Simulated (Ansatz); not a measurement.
# C6H10F2SiZr: up Jacob's ladder to CCSD(T)

The task here is to estimate one member of a computed series from the others.

Computed with Ansatz 0.2.0, Gaussian basis. Level: functionals in def2-TZVPP, the program's frozen cores in correlated methods.

Levels to be run: LDA (SPW92), PBE-D4, revPBE-D4, BLYP-D4, r2SCAN-D4, B97M-V, PBE0-D4, B3LYP-D4, r2SCANh-D4, r2SCAN0-D4, HSE06-D4, BHLYP-D4, CAM-B3LYP-D4, LC-ωPBE, ωB97X-V, ωB97M-V, B2PLYP, PBE-QIDH; CCSD(T)/def2-SVP; CCSD(T)/def2-TZVPP; MP2/def2-QZVPP; extrapolation to the limit; RPA on PBE.

## The relaxed structure

An earlier PBE0-D4 in a triple-zeta def2 set relaxation fixed the geometry. Zr takes the def2 core potential; no spin-orbit term is included.

SMILES `[CH3][Zr]1234([F])([F])[C@@H]5[C@H]1[C@H]2[C@@]3([SiH3])[C@@H]54`, 20 atoms, charge 0, spin multiplicity 1.

Atoms are counted from 1 here; the program's logs count them from 0.

Bond lengths: C1–Zr2 2.224 Å, C1–H11 1.094 Å, C1–H12 1.099 Å, C1–H13 1.094 Å, Zr2–F3 1.916 Å, Zr2–F4 1.919 Å, Zr2–C5 2.532 Å, Zr2–C6 2.545 Å, Zr2–C7 2.530 Å, Zr2–C8 2.508 Å, Zr2–C10 2.492 Å, C5–C6 1.411 Å, C5–C10 1.407 Å, C5–H14 1.081 Å, C6–C7 1.410 Å, C6–H15 1.079 Å, C7–C8 1.417 Å, C7–H16 1.082 Å and more. Angles: Zr2–C1–H11 114.2°, Zr2–C1–H12 105.5°, Zr2–C1–H13 113.6°, H11–C1–H12 107.7°, H11–C1–H13 107.9°, H12–C1–H13 107.6°, C1–Zr2–F3 103.5°, C1–Zr2–F4 103.7°, C1–Zr2–C5 103.1°, C1–Zr2–C6 80.2°, C1–Zr2–C7 92.2°, C1–Zr2–C8 124.7°, C1–Zr2–C10 133.3°, F3–Zr2–F4 109.9°, F3–Zr2–C5 90.1°, F3–Zr2–C6 117.5°, F3–Zr2–C7 143.0°, F3–Zr2–C8 123.4° and more.

Set-up of the first run:

File in.yaml:

```yaml
crystal:
  periodic: [false, false, false]
  atoms:
    - {symbol: C, position_ang: [-0.590738, 1.416559, -2.386534]}
    - {symbol: Zr, position_ang: [0.563311, -0.015902, -1.137174]}
    - {symbol: F, position_ang: [2.371038, 0.242405, -1.717429]}
    - {symbol: F, position_ang: [-0.067406, -1.733340, -1.715024]}
    - {symbol: C, position_ang: [1.043823, 1.314878, 0.962668]}
    - {symbol: C, position_ang: [-0.321539, 1.530890, 0.679671]}
    - {symbol: C, position_ang: [-0.992488, 0.300300, 0.832493]}
    - {symbol: C, position_ang: [-0.054648, -0.697728, 1.196300]}
    - {symbol: Si, position_ang: [-0.422649, -2.491255, 1.542009]}
    - {symbol: C, position_ang: [1.211361, -0.048617, 1.268716]}
    - {symbol: H, position_ang: [-1.669416, 1.402532, -2.204474]}
    - {symbol: H, position_ang: [-0.422382, 1.100628, -3.425918]}
    - {symbol: H, position_ang: [-0.246978, 2.451676, -2.296261]}
    - {symbol: H, position_ang: [1.831669, 2.052900, 0.908345]}
    - {symbol: H, position_ang: [-0.773304, 2.468989, 0.394999]}
    - {symbol: H, position_ang: [-2.047431, 0.134720, 0.659519]}
    - {symbol: H, position_ang: [0.694817, -3.338019, 1.054083]}
    - {symbol: H, position_ang: [-1.692462, -2.866283, 0.873836]}
    - {symbol: H, position_ang: [-0.566995, -2.697017, 3.007840]}
    - {symbol: H, position_ang: [2.152410, -0.528304, 1.502325]}
basis:
  gaussian: {orbitals: def2-TZVPP}
hamiltonian: {xc: lda}
output: {orbitals: {seedname: orbitals}}
```

Among the steps run: LDA; PBE-D4 (GGA); revPBE-D4 (GGA); BLYP-D4 (GGA); r2SCAN-D4 (meta-GGA); B97M-V (meta-GGA); PBE0-D4 (hybrid); B3LYP-D4 (hybrid); r2SCANh-D4 (hybrid); r2SCAN0-D4 (hybrid); HSE06-D4 (hybrid); BHLYP-D4 (hybrid); CAM-B3LYP-D4 (range-separated); LC-ωPBE (range-separated); ωB97X-V (range-separated); ωB97M-V (range-separated); B2PLYP (double hybrid); PBE-QIDH (double hybrid).

One of the session's tables, all rows but one given; the rest of the session is left out.

It belongs to the step «Orbital energies across the functionals». 

```
  functional  HOMO (eV)  gap (eV)
 LDA (SPW92)      -6.58      4.15
      PBE-D4      -6.41      4.24
   revPBE-D4      -6.34      4.28
     BLYP-D4      -6.27      4.22
   r2SCAN-D4          ?         ?
      B97M-V      -6.74      4.74
     PBE0-D4      -7.65      6.38
    B3LYP-D4      -7.41      5.92
  r2SCANh-D4      -7.13      5.46
  r2SCAN0-D4      -7.81      6.63
    HSE06-D4      -7.25      5.61
    BHLYP-D4      -8.58      8.35
CAM-B3LYP-D4      -8.91      8.75
     LC-ωPBE     -10.22     11.21
     ωB97X-V      -9.88     10.78
     ωB97M-V      -9.79     10.59
```

Estimate the missing values for r2SCAN-D4.

Worked estimate for «HOMO (eV)». Against the share of exact exchange, r2SCANh-D4 (0.1, -7.13), r2SCAN0-D4 (0.25, -7.81) give a slope of -4.53 per unit share; at 0 the line stands at -6.68.

**Answer.** HOMO (eV): -6.67; gap (eV): 4.67. In «HOMO (eV)» the line misses by -0.01.
